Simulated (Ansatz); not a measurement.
# H3C16N: the cost of one run

Method: DFT r2SCAN, scalar-relativistic, plane waves, PAW, in Ansatz 0.2.0.

## (1) Starting point

It takes space group Pm (No. 6, monoclinic). Conventional cell: a = 5.045 Å, b = 2.522 Å, c = 19.260 Å, α = 90.00°, β = 90.00°, γ = 90.00°. C (site symmetry m) has 1 H at 1.11 Å in its first shell of neighbours. C (site symmetry m) has 4 C at 1.54 to 1.61 Å in its first shell of neighbours. Around C (site symmetry m) lie 4 C at 1.54 Å. Only part of the 20 independent sites is listed.

Structure file:

```cif
data_structure
_symmetry_space_group_name_H-M 'P 1'
_symmetry_Int_Tables_number 1
_cell_length_a 2.5223
_cell_length_b 5.0445
_cell_length_c 19.2597
_cell_angle_alpha 90.000
_cell_angle_beta 90.000
_cell_angle_gamma 90.000
_cell_volume 245.05
loop_
_atom_site_label
_atom_site_type_symbol
_atom_site_fract_x
_atom_site_fract_y
_atom_site_fract_z
_atom_site_occupancy
C1 C 0.00000 0.08943 0.33795 1
C2 C 0.00000 0.41057 0.33795 1
C3 C 0.50000 0.00000 0.38425 1
C4 C 0.50000 0.50000 0.38425 1
C5 C 0.50000 0.25000 0.43055 1
C6 C 0.50000 0.75000 0.43055 1
C7 C 0.00000 0.25000 0.47685 1
C8 C 0.00000 0.75000 0.47685 1
C9 C 0.00000 0.00000 0.52315 1
C10 C 0.00000 0.50000 0.52315 1
C11 C 0.50000 0.00000 0.56945 1
C12 C 0.50000 0.50000 0.56945 1
C13 C 0.50000 0.25000 0.61575 1
C14 C 0.50000 0.75000 0.61575 1
C15 C 0.00000 0.27599 0.66205 1
C16 C 0.00000 0.72401 0.66205 1
H1 H 0.00000 0.99714 0.28557 1
H2 H 0.00000 0.50286 0.28557 1
N1 N 0.00000 0.50000 0.69944 1
H3 H 0.00000 0.50000 0.75240 1
```

## (2) Relaxing the atoms: H3C16N slab, no spin

input.yaml reads:

```yaml
crystal:
  lattice:
    - [2.52225, 0.0, 0.0]
    - [0.0, 5.0445, 0.0]
    - [0.0, 0.0, 19.259736]
  atoms:
    - { symbol: C, position: [0.0, 0.089429, 0.337946] }
    - { symbol: C, position: [0.0, 0.410571, 0.337946] }
    - { symbol: C, position: [0.5, 0.0, 0.384247] }
    - { symbol: C, position: [0.5, 0.5, 0.384247] }
    - { symbol: C, position: [0.5, 0.25, 0.430548] }
    - { symbol: C, position: [0.5, 0.75, 0.430548] }
    - { symbol: C, position: [0.0, 0.25, 0.476849] }
    - { symbol: C, position: [0.0, 0.75, 0.476849] }
    - { symbol: C, position: [0.0, 0.0, 0.523151] }
    - { symbol: C, position: [0.0, 0.5, 0.523151] }
    - { symbol: C, position: [0.5, 0.0, 0.569452] }
    - { symbol: C, position: [0.5, 0.5, 0.569452] }
    - { symbol: C, position: [0.5, 0.25, 0.615753] }
    - { symbol: C, position: [0.5, 0.75, 0.615753] }
    - { symbol: C, position: [0.0, 0.275994, 0.662054] }
    - { symbol: C, position: [0.0, 0.724006, 0.662054] }
    - { symbol: H, position: [0.0, -0.002864, 0.28557] }
    - { symbol: H, position: [0.0, 0.502864, 0.28557] }
    - { symbol: "N", position: [0.0, 0.5, 0.699438] }
    - { symbol: H, position: [0.0, 0.5, 0.752398] }
scf:
  occupations: { method: fixed }
output:
  forces: true
  write_density: true
  write_potential: true
  elf: true
  volumetric_format: npy
hamiltonian:
  xc: r2scan
kpoints:
  mp_grid: { grid: [8, 4, 1] }
relax:
  f_tol: 0.005
  max_steps: 80
```

Command:

```console
ansatz run input.yaml --threads 2 --pin off --max-ram 6144MiB --backend cpu --events-out ev --progress --plain --runs-dir out
```

**Question.** How long does this run take on 2 threads of Intel Xeon at 2.30GHz, shared host, and how much memory does it need?

About 80 s, with a peak of 1.1 GiB.
